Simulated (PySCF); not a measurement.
**C2H7MgNO (SMILES C[N](C)[Mg][OH]) at 3 levels**

Aim: a comparison of 3 runs (B3LYP/6-31G*, PBE0/6-31G**) of C2H7MgNO. The job is set up through a Python script.

The results are computed with PySCF 2.14.0.

1 further run of the same task is left out (set aside as unsound or not needed).

## (1) The system as given

C2H7MgNO has 12 atoms, charge 0, and is taken as a singlet. As SMILES, `C[N](C)[Mg][OH]`. Geometry: relaxed at PBE0-D4/def2-TZVP.

Bond lengths: C1–N2 1.438 Å, N2–C3 1.438 Å, N2–Mg4 1.893 Å, Mg4–O5 1.769 Å, C1–H6 1.096 Å, C1–H7 1.104 Å, C1–H8 1.104 Å, C3–H9 1.104 Å, C3–H10 1.096 Å, C3–H11 1.104 Å, O5–H12 0.948 Å. Some angles: C1–N2–C3 110.6°, C1–N2–Mg4 124.7°, C3–N2–Mg4 124.7°, N2–Mg4–O5 177.5°, N2–C1–H6 111.7°, N2–C1–H7 112.4°, N2–C1–H8 112.4°, N2–C3–H9 112.4°, N2–C3–H10 111.7°, N2–C3–H11 112.4°.

## (2) Energy and gradient at B3LYP/6-31G(d) (spherical functions) (run 1)

job.py reads:

```python
from pyscf import gto, dft

mol = gto.M(
    atom='''
C     -2.056967    -1.803744     1.020830
N      0.040251    -0.291018     0.183303
C      2.376709    -1.262148     1.176732
Mg    -0.234893     2.573051    -1.940749
O     -0.476967     5.160842    -4.042124
H     -3.856742    -1.092451     0.283081
H     -2.228743    -1.841349     3.099907
H     -1.896718    -3.791546     0.408370
H      2.408078    -1.274998     3.262801
H      3.999227    -0.132659     0.559359
H      2.741804    -3.225007     0.571453
H     -0.669719     6.876335    -4.518902
''',
    basis='6-31g*',
    max_memory=1860,
    verbose=4,
    unit='bohr',
)

calc0 = dft.RKS(mol)
calc0.xc = 'b3lyp'
calc0.grids.level = 5
calc0.conv_tol = 1e-10
calc0.kernel()
if not calc0.converged:
    calc0 = calc0.newton().run(calc0.mo_coeff, calc0.mo_occ)

e_tot = calc0.e_tot
print('E = %.10f Eh' % e_tot)
grad = calc0.nuc_grad_method().kernel()
dip = calc0.dip_moment()
pop, q = calc0.mulliken_pop()
```

Command:

```bash
OMP_NUM_THREADS=1 python job.py
```

Output:

```text
PySCF version 2.14.0

[... 82 lines left out ...]
converged SCF energy = -410.509463762349
[... 13 lines left out ...]
Dipole moment(X, Y, Z, Debye): -0.10768,  0.81940,  0.21669
[... 101 lines left out ...]
charge of   11H =      0.39287
```

It took 93 s on 1 thread of Intel Xeon at 2.50GHz (Skylake/Cascade Lake), shared host; peak memory 0.86 GiB.

## (3) Energy and gradient at B3LYP/6-31G(d) (Cartesian functions) (run 2)

calc.py reads:

```python
# C[N](C)[Mg][OH]
import pyscf.grad
from pyscf import gto, dft

system = gto.Mole()
system.atom = '''
C     -2.056967    -1.803744     1.020830
N      0.040251    -0.291018     0.183303
C      2.376709    -1.262148     1.176732
Mg    -0.234893     2.573051    -1.940749
O     -0.476967     5.160842    -4.042124
H     -3.856742    -1.092451     0.283081
H     -2.228743    -1.841349     3.099907
H     -1.896718    -3.791546     0.408370
H      2.408078    -1.274998     3.262801
H      3.999227    -0.132659     0.559359
H      2.741804    -3.225007     0.571453
H     -0.669719     6.876335    -4.518902
'''
system.basis = '6-31g*'
system.verbose = 4
system.spin = 0
system.cart = True
system.unit = 'bohr'
system.max_memory = 1860
system.charge = 0
system.build()

ks = dft.RKS(system, xc='b3lyp')
ks.grids.level = 5
ks.conv_tol = 1e-10
ks.kernel()
if not ks.converged:
    ks = ks.newton().run(ks.mo_coeff, ks.mo_occ)

e_final = ks.e_tot
print('Final energy', e_final)
grad = ks.Gradients().kernel()
dip = ks.dip_moment()
pop, q = ks.mulliken_pop()
```

Command:

```bash
OMP_NUM_THREADS=1 python calc.py
```

Output:

```text
PySCF version 2.14.0

[... 83 lines left out ...]
converged SCF energy = -410.514232121849
Final energy -410.5142321218493
[... 12 lines left out ...]
Dipole moment(X, Y, Z, Debye): -0.10802,  0.82156,  0.21881
[... 106 lines left out ...]
charge of   11H =      0.39152
```

Run time: 100 s. Hardware: 1 thread of Intel Xeon at 2.50GHz (Skylake/Cascade Lake), shared host; peak memory 0.92 GiB.

## (4) Energy and forces at PBE0/6-31G(d,p) (spherical functions) (run 3)

input.py reads:

```python
from pyscf import gto, dft

mol = gto.Mole()
mol.atom = '''
C     -2.056967    -1.803744     1.020830
N      0.040251    -0.291018     0.183303
C      2.376709    -1.262148     1.176732
Mg    -0.234893     2.573051    -1.940749
O     -0.476967     5.160842    -4.042124
H     -3.856742    -1.092451     0.283081
H     -2.228743    -1.841349     3.099907
H     -1.896718    -3.791546     0.408370
H      2.408078    -1.274998     3.262801
H      3.999227    -0.132659     0.559359
H      2.741804    -3.225007     0.571453
H     -0.669719     6.876335    -4.518902
'''
mol.basis = '6-31g**'
mol.max_memory = 1860
mol.spin = 0
mol.verbose = 4
mol.unit = 'bohr'
mol.charge = 0
mol.build()

myscf = dft.RKS(mol, xc='pbe0')
myscf.grids.level = 5
myscf.conv_tol = 1e-10
myscf.kernel()
if not myscf.converged:
    myscf = myscf.newton().run(myscf.mo_coeff, myscf.mo_occ)

etot = myscf.e_tot
print(f'total energy: {etot:.8f} hartree')
grad = myscf.nuc_grad_method().kernel()
myscf.analyze()
```

Command:

```bash
OMP_NUM_THREADS=1 python input.py
```

Output:

```text
PySCF version 2.14.0

[... 98 lines left out ...]
One-electron Energy =                 -962.122783730490141
[... 15 lines left out ...]
MO #11  energy= -0.880451400722325 occ= 2
[... 13 lines left out ...]
MO #25  energy= 0.0225188205682936 occ= 0
[... 13 lines left out ...]
MO #39  energy= 0.297868170870286  occ= 0
[... 13 lines left out ...]
MO #53  energy= 0.89514746627721   occ= 0
[... 13 lines left out ...]
MO #67  energy= 1.47195558864157   occ= 0
[... 13 lines left out ...]
MO #81  energy= 2.0712799465791    occ= 0
[... 13 lines left out ...]
MO #95  energy= 2.70707231021873   occ= 0
[... 13 lines left out ...]
MO #109 energy= 3.54003061997014   occ= 0
[... 124 lines left out ...]
Dipole moment(X, Y, Z, Debye): -0.10569,  0.79674,  0.23846
```

Wall time 1.9 min (1 thread of Intel Xeon at 2.50GHz (Skylake/Cascade Lake), shared host); peak memory 1.1 GiB.

## (5) Overview of the runs

```tsv
run	level	Cartesian functions	energy (Eh)	dipole moment (D)	HOMO energy (eV)	LUMO energy (eV)	wall time
1	B3LYP/6-31G* (spherical functions)	no	-410.509464	0.85	-4.96	-1.00	93 s
2	B3LYP/6-31G* (Cartesian functions)	yes	-410.514232	0.86	-4.96	-1.01	100 s
3	PBE0/6-31G** (spherical functions)	no	-410.148839	0.84	-5.17	-0.70	1.9 min
```

## (6) What came out

| quantity | value |
| --- | --- |
| run 3: total energy | -410.14884 Eh |
| run 3: dipole moment | 0.84 D |
| run 3: HOMO energy | -5.17 eV |
| run 3: LUMO energy | -0.70 eV |
| run 3: HOMO–LUMO gap | 4.47 eV |
| run 3: largest force on an atom | 0.196 eV/Å |

**Reading.** The dipole moment (its size) runs from 0.84 D (PBE0/6-31G**) to 0.86 D (B3LYP/6-31G*). The two ends differ in method and basis. The HOMO–LUMO gap runs from 3.95 eV (B3LYP/6-31G*) to 4.47 eV (PBE0/6-31G**). Totals of different functionals can't be ranked against each other. All runs together took 5.2 min, the longest 1.9 min.
